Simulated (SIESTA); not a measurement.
# Ti3S2 under changes of volume

One of the cells (16.842 Å³/atom); the others are scaled copies at fixed shape and fractional positions:

```
Ti S
1.0
     2.73108    1.57679    3.25906
    -2.73108    1.57679    3.25906
     0.00000   -3.15358    3.25906
Ti S
3 2
Direct
  0.00000 0.33565 0.66434
  0.66434 0.00000 0.33565
  0.33565 0.66434 0.00000
  0.16784 0.16784 0.16784
  0.83216 0.83216 0.83216
```

The cell comes from a database or a generator and needn't be the stable form of this composition.

| Property | Result |
| --- | --- |
| Program | SIESTA 5.4.2 |
| Functional | PBEsol |
| Potentials or basis | PseudoDojo 0.4 standard (PBEsol files) |
| Basis | DZP (energy shift 0.003 Ry; two zetas on semicore shells) |
| Grid cutoff | 800 Ry |
| Energy shift | 0.003 Ry |
| k mesh | 6 × 6 × 6 |
| Occupations | fermi-dirac, width 0.05 eV |
| Spin | no spin polarisation |

| volume (Å³/atom) | energy over the lowest point (meV/atom) | pressure (GPa) | largest force (eV/Å) |
| --- | --- | --- | --- |
| 15.521 | 9.05 | 5.4 | 0.215 |
| 15.851 | ? | ? | ? |
| 16.181 | 0.00 | -0.7 | 0.104 |
| 16.842 | 13.40 | -5.5 | 0.058 |
| 17.172 | 27.09 | -7.6 | 0.063 |
| 17.502 | 44.80 | -9.5 | 0.076 |

Question: What does the run at 15.851 Å³/atom give?

Answer: Energy over the lowest point 1.39 meV/atom; pressure 2.2 GPa; largest force 0.158 eV/Å.

Worked out: A Birch-Murnaghan fit of order 3 (a polynomial in V^(-2/3)) to the other rows has its minimum at 16.09 Å³/atom with B0 = V·E''(V) = 136 GPa and B' = 4.4 at fixed shape and positions, which overstates the stiffness. It gives 1.41 meV/atom at 15.851 Å³/atom, against the run's 1.39, and -dE/dV = 2.1 GPa, against 2.2.

Energies are extrapolated to zero smearing.

Caveats: the basis of atomic orbitals isn't converged, which shifts pressures, moduli and gaps.
